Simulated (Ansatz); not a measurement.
# Rb₂ScTlBr₆, space group Fm-3m: a single point from a YAML input

Computed with the Ansatz DFT code, driven from Python.

The script reads `input.yaml`:
```yaml
crystal:
  lattice:
    - [0.0, 5.842244, 5.842244]
    - [5.842244, 0.0, 5.842244]
    - [5.842244, 5.842244, 0.0]
  atoms:
    - { symbol: Rb, position: [0.75, 0.75, 0.75] }
    - { symbol: Rb, position: [0.25, 0.25, 0.25] }
    - { symbol: Sc, position: [0.0, 0.0, 0.0] }
    - { symbol: Tl, position: [0.5, 0.5, 0.5] }
    - { symbol: Br, position: [0.772146, 0.227854, 0.227854] }
    - { symbol: Br, position: [0.227854, 0.227854, 0.772146] }
    - { symbol: Br, position: [0.227854, 0.772146, 0.772146] }
    - { symbol: Br, position: [0.227854, 0.772146, 0.227854] }
    - { symbol: Br, position: [0.772146, 0.227854, 0.772146] }
    - { symbol: Br, position: [0.772146, 0.772146, 0.227854] }
kpoints:
  mp_grid: { grid: [3, 3, 3] }
hamiltonian:
  xc: r2scan
scf:
  occupations: { method: fixed }
basis:
  ecutwfc: "21 Ha"
output:
  forces: true
  stress: true
```

Notebook, run cell by cell (the value of a cell's last expression is shown):

In [1]:
```python
import json

import ansatz
import numpy as np
import pandas as pd
```

In [2]:
```python
planned = ansatz.Session.from_deck('input.yaml').plan(threads=1, pin='off')
out = planned.execute()
summary = out.report

summary['free_energy_ev']
```
Out [2]:
```text
-36929.99468461884
```

In [3]:
```python
for key in ('converged', 'n_iterations', 'n_electrons', 'n_kpoints', 'n_pw', 'n_symmetry_ops', 'free_energy_ev', 'fermi_energy_ev'):
    print(f'{key:18s} {summary[key]}')
```
```text
converged          True
n_iterations       7
n_electrons        84.0
n_kpoints          4
n_pw               12339
n_symmetry_ops     48
free_energy_ev     -36929.99468461884
fermi_energy_ev    1.337393650531479
```

In [4]:
```python
# forces, one row an atom
table = pd.DataFrame(summary['forces_ev_ang'], columns=['fx', 'fy', 'fz'])
table.insert(0, 'atom', [site['symbol'] for site in summary['lattice']['sites']])
table.round(4)
```
Out [4]:
```text
  atom      fx      fy      fz
0   Rb  0.0000 -0.0000 -0.0000
1   Rb  0.0000  0.0000  0.0000
2   Sc -0.0000  0.0000  0.0000
3   Tl  0.0000 -0.0000 -0.0000
4   Br -0.0545 -0.0000  0.0000
5   Br  0.0000 -0.0000 -0.0545
6   Br  0.0545  0.0000 -0.0000
7   Br  0.0000 -0.0545  0.0000
8   Br -0.0000  0.0545  0.0000
9   Br  0.0000 -0.0000  0.0545
```

In [5]:
```python
# pressure is a third of the trace
stress = np.array(summary['stress_gpa'])
print(f'pressure {np.trace(stress) / 3:.3f} GPa')
print('stress tensor, GPa, positive in compression')
np.round(stress, 3) + 0.0
```
```text
pressure -0.622 GPa
stress tensor, GPa, positive in compression
```
Out [5]:
```text
array([[-0.622,  0.   ,  0.   ],
       [ 0.   , -0.622,  0.   ],
       [ 0.   ,  0.   , -0.622]])
```

In [6]:
```python
keep = ['free_energy_ev', 'energy_sigma0_ev', 'fermi_energy_ev', 'n_iterations', 'converged', 'magnetization_mub', 'n_kpoints']
with open('rb2sctlbr6.json', 'w') as handle:
    json.dump({key: summary[key] for key in keep}, handle, indent=1)

terms = summary['components']
{name: round(terms[name], 3) for name in ('e_kinetic', 'e_hartree', 'e_xc', 'e_local', 'e_nonlocal')}
```
Out [6]:
```text
{'e_kinetic': 1781.846,
 'e_hartree': 1789.428,
 'e_xc': -2076.26,
 'e_local': -5470.315,
 'e_nonlocal': 1159.479}
```

File `rb2sctlbr6.json` afterwards:
```json
{
 "free_energy_ev": -36929.99468461884,
 "energy_sigma0_ev": -36929.99468461884,
 "fermi_energy_ev": 1.337393650531479,
 "n_iterations": 7,
 "converged": true,
 "magnetization_mub": 0.0,
 "n_kpoints": 4
}
```

Reading the output:
- Absolute energies stand on the zero of these potentials, so only differences at equal settings mean something. A total without «per atom» is that of the cell as typed.
- Spin is left out of this run.
- The energy terms are those on the plane-wave grid, with the one-centre PAW part apart; the terms shown are only some of the summands, so they needn't add up to F.
- An absolute Fermi energy rests on an arbitrary zero of the periodic potential and has no direct meaning.
- Spin-orbit coupling, which matters for elements this heavy, is left out.
- The structure comes from a database of computed cells and needn't be a stable or known phase.
- Finished in 24 s on 1 thread of Arm Neoverse V1, with other jobs on the host, peak memory 2.4 GiB.

(Lines on the test bed's own set-up are left out of the output.)
